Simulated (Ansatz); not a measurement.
# CHBrCl2: a ladder of functionals and wavefunction methods

One table from this session's results is given with a row withheld; the runs are named, their logs left out.

Program: Ansatz 0.2.0, Gaussian basis. Level of theory: functionals in def2-TZVPP, the program's frozen cores in correlated methods. These are calculated values, not measurements.

Levels to be run: LDA (SPW92), PBE-D4, revPBE-D4, BLYP-D4, r2SCAN-D4, B97M-V, PBE0-D4, B3LYP-D4, r2SCANh-D4, r2SCAN0-D4, HSE06-D4, BHLYP-D4, CAM-B3LYP-D4, LC-ωPBE, ωB97X-V, ωB97M-V, B2PLYP, PBE-QIDH; CCSD(T)/def2-SVP; CCSD(T)/def2-TZVPP; MP2/def2-QZVPP; extrapolation to the limit; RPA on PBE.

### The geometry

An earlier PBE0-D4 in a triple-zeta def2 set relaxation fixed the geometry.

SMILES `ClC(Cl)Br`, 5 atoms, charge 0, spin multiplicity 1.

Atoms are counted from 1 here; the program's logs count them from 0.

Bond lengths: Cl1–C2 1.754 Å, C2–Cl3 1.754 Å, C2–Br4 1.934 Å, C2–H5 1.084 Å. Angles: Cl1–C2–Cl3 111.5°, Cl1–C2–Br4 111.2°, Cl1–C2–H5 108.1°, Cl3–C2–Br4 111.2°, Cl3–C2–H5 108.1°, Br4–C2–H5 106.3°.

The first run:

Input file in.yaml:

```yaml
crystal:
  periodic: [false, false, false]
  atoms:
    - {symbol: Cl, position_ang: [-0.535712, 0.139473, 1.640248]}
    - {symbol: C, position_ang: [0.089976, 0.071280, 0.003292]}
    - {symbol: Cl, position_ang: [1.224899, -1.250617, -0.197445]}
    - {symbol: Br, position_ang: [-1.343128, -0.032759, -1.291003]}
    - {symbol: H, position_ang: [0.613967, 0.998923, -0.196392]}
basis:
  gaussian: {orbitals: def2-TZVPP}
hamiltonian: {xc: lda}
output: {orbitals: {seedname: orbitals}}
```

Command:

```console
ansatz run in.yaml --threads 4 --pin off --events-out ev --progress --plain --max-ram 10444MiB
```

Steps of the session up to this table: LDA; PBE-D4 (GGA); revPBE-D4 (GGA); BLYP-D4 (GGA); r2SCAN-D4 (meta-GGA); B97M-V (meta-GGA); PBE0-D4 (hybrid); B3LYP-D4 (hybrid); r2SCANh-D4 (hybrid); r2SCAN0-D4 (hybrid); HSE06-D4 (hybrid); BHLYP-D4 (hybrid); CAM-B3LYP-D4 (range-separated); LC-ωPBE (range-separated); ωB97X-V (range-separated); ωB97M-V (range-separated); B2PLYP (double hybrid); PBE-QIDH (double hybrid).

One of the session's tables, all rows but one given; the rest of the session is left out.

It belongs to the step «Orbital energies across the functionals». 

```
  functional  HOMO (eV)  gap (eV)
 LDA (SPW92)      -7.27      4.78
      PBE-D4      -7.11      4.82
   revPBE-D4      -7.05      4.85
     BLYP-D4      -6.93      4.75
   r2SCAN-D4      -7.46      5.28
      B97M-V      -7.56      5.49
     PBE0-D4      -8.46      7.18
    B3LYP-D4      -8.18      6.64
  r2SCANh-D4      -7.95      6.15
  r2SCAN0-D4      -8.69      7.46
    HSE06-D4      -8.06      6.39
    BHLYP-D4      -9.65      9.46
CAM-B3LYP-D4      -9.81      9.69
     LC-ωPBE          ?         ?
     ωB97X-V     -10.86     11.86
     ωB97M-V     -10.69     11.58
```

Q: Estimate the row for LC-ωPBE from the others.

**Answer.** HOMO (eV): -11.25; gap (eV): 12.41. In the column «HOMO (eV)» it is the lowest.
